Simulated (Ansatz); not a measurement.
# ClH7NSi3 radical: one species, many methods

The task here is to estimate one member of a computed series from the others.

The runs use Ansatz 0.2.0, Gaussian basis; functionals in def2-TZVPP, the program's frozen cores in correlated methods.

Plan: LDA (SPW92), PBE-D4, revPBE-D4, BLYP-D4, r2SCAN-D4, B97M-V, PBE0-D4, B3LYP-D4, r2SCANh-D4, r2SCAN0-D4, HSE06-D4, BHLYP-D4, CAM-B3LYP-D4, LC-ωPBE, ωB97X-V, ωB97M-V, B2PLYP, PBE-QIDH; CCSD(T)/def2-SVP; CCSD(T)/def2-TZVPP; MP2/def2-QZVPP; extrapolation to the limit; RPA on PBE.

### Structure used throughout

The geometry comes from an earlier relaxation with PBE0-D4 in a triple-zeta def2 set; it is a stationary point, not always the lowest conformer.

12 atoms, charge 0, spin multiplicity 2.

Atoms are counted from 1 here; the program's logs count them from 0.

Bond lengths: Si1–N2 1.744 Å, Si1–H6 1.492 Å, Si1–H7 1.492 Å, N2–Si3 1.749 Å, N2–Si4 1.721 Å, Si3–H8 1.485 Å, Si3–H9 1.485 Å, Si3–H10 1.485 Å, Si4–Cl5 2.057 Å, Si4–H11 1.478 Å, Si4–H12 1.480 Å. Angles: N2–Si1–H6 106.8°, N2–Si1–H7 110.1°, H6–Si1–H7 110.7°, Si1–N2–Si3 118.9°, Si1–N2–Si4 120.6°, Si3–N2–Si4 120.1°, N2–Si3–H8 107.6°, N2–Si3–H9 110.4°, N2–Si3–H10 110.3°, H8–Si3–H9 109.8°, H8–Si3–H10 109.9°, H9–Si3–H10 108.8°, N2–Si4–Cl5 111.6°, N2–Si4–H11 110.5°, N2–Si4–H12 108.5°, Cl5–Si4–H11 106.5°, Cl5–Si4–H12 107.4°, H11–Si4–H12 112.4°.

Coordinates:

```
Si   -1.1847   -0.3234   -1.5020
N    -0.1166   -0.0001   -0.1623
Si    0.0508   -1.2039    1.0953
Si    0.8969    1.3906   -0.1655
Cl    2.8235    0.9231   -0.7144
H    -2.0767   -1.4438   -1.0819
H    -1.9847    0.8933   -1.8262
H     1.1726   -0.7836    1.9725
H     0.3453   -2.5336    0.5038
H    -1.2011   -1.2997    1.8879
H     0.9780    1.9757    1.1897
H     0.3736    2.3500   -1.1630
```

The first run:

Input file in.yaml:

```yaml
crystal:
  periodic: [false, false, false]
  atoms:
    - {symbol: Si, position_ang: [-1.184667, -0.323420, -1.502011]}
    - {symbol: N, position_ang: [-0.116617, -0.000098, -0.162336]}
    - {symbol: Si, position_ang: [0.050769, -1.203894, 1.095330]}
    - {symbol: Si, position_ang: [0.896934, 1.390576, -0.165534]}
    - {symbol: Cl, position_ang: [2.823543, 0.923147, -0.714389]}
    - {symbol: H, position_ang: [-2.076702, -1.443772, -1.081881]}
    - {symbol: H, position_ang: [-1.984712, 0.893299, -1.826190]}
    - {symbol: H, position_ang: [1.172569, -0.783554, 1.972523]}
    - {symbol: H, position_ang: [0.345303, -2.533555, 0.503829]}
    - {symbol: H, position_ang: [-1.201074, -1.299671, 1.887941]}
    - {symbol: H, position_ang: [0.977963, 1.975733, 1.189712]}
    - {symbol: H, position_ang: [0.373592, 2.350009, -1.162994]}
basis:
  gaussian: {orbitals: def2-TZVPP}
magnetization: {spin_polarized: true, initial_magnetization: 1}
hamiltonian: {xc: lda}
output: {orbitals: {seedname: orbitals}}
```

Steps of the session up to this table: LDA; PBE-D4 (GGA); revPBE-D4 (GGA); BLYP-D4 (GGA); r2SCAN-D4 (meta-GGA); B97M-V (meta-GGA); PBE0-D4 (hybrid); B3LYP-D4 (hybrid); r2SCANh-D4 (hybrid); r2SCAN0-D4 (hybrid); HSE06-D4 (hybrid); BHLYP-D4 (hybrid); CAM-B3LYP-D4 (range-separated); LC-ωPBE (range-separated); ωB97X-V (range-separated); ωB97M-V (range-separated); B2PLYP (double hybrid); PBE-QIDH (double hybrid).

One table of the session follows, with a row left open; its other results are not shown here.

It belongs to the step «Orbital energies across the functionals». 

| functional | HOMO (eV) | LUMO (eV) | gap (eV) |
| --- | --- | --- | --- |
| LDA (SPW92) | -4.87 | -3.74 | 1.13 |
| PBE-D4 | -4.91 | -3.31 | 1.60 |
| revPBE-D4 | -4.90 | -3.17 | 1.73 |
| BLYP-D4 | -4.69 | -3.34 | 1.36 |
| r2SCAN-D4 | ? | ? | ? |
| B97M-V | -5.06 | -3.57 | 1.49 |
| PBE0-D4 | -6.03 | -2.39 | 3.64 |
| B3LYP-D4 | -5.75 | -2.79 | 2.96 |
| r2SCANh-D4 | -5.66 | -2.57 | 3.09 |
| r2SCAN0-D4 | -6.28 | -2.13 | 4.15 |
| HSE06-D4 | -5.63 | -2.78 | 2.86 |
| BHLYP-D4 | -6.97 | -1.60 | 5.37 |
| CAM-B3LYP-D4 | -7.23 | -1.51 | 5.72 |
| LC-ωPBE | -8.67 | -0.10 | 8.57 |
| ωB97X-V | -8.17 | -0.66 | 7.51 |
| ωB97M-V | -7.82 | -0.82 | 6.99 |

Estimate the missing values for r2SCAN-D4.

Worked estimate for «HOMO (eV)». Against the share of exact exchange, r2SCANh-D4 (0.1, -5.66), r2SCAN0-D4 (0.25, -6.28) give a slope of -4.13 per unit share; at 0 the line stands at -5.25.

The run gave: HOMO (eV): -5.25; LUMO (eV): -2.87; gap (eV): 2.38. In «HOMO (eV)» the line misses by 0.00.
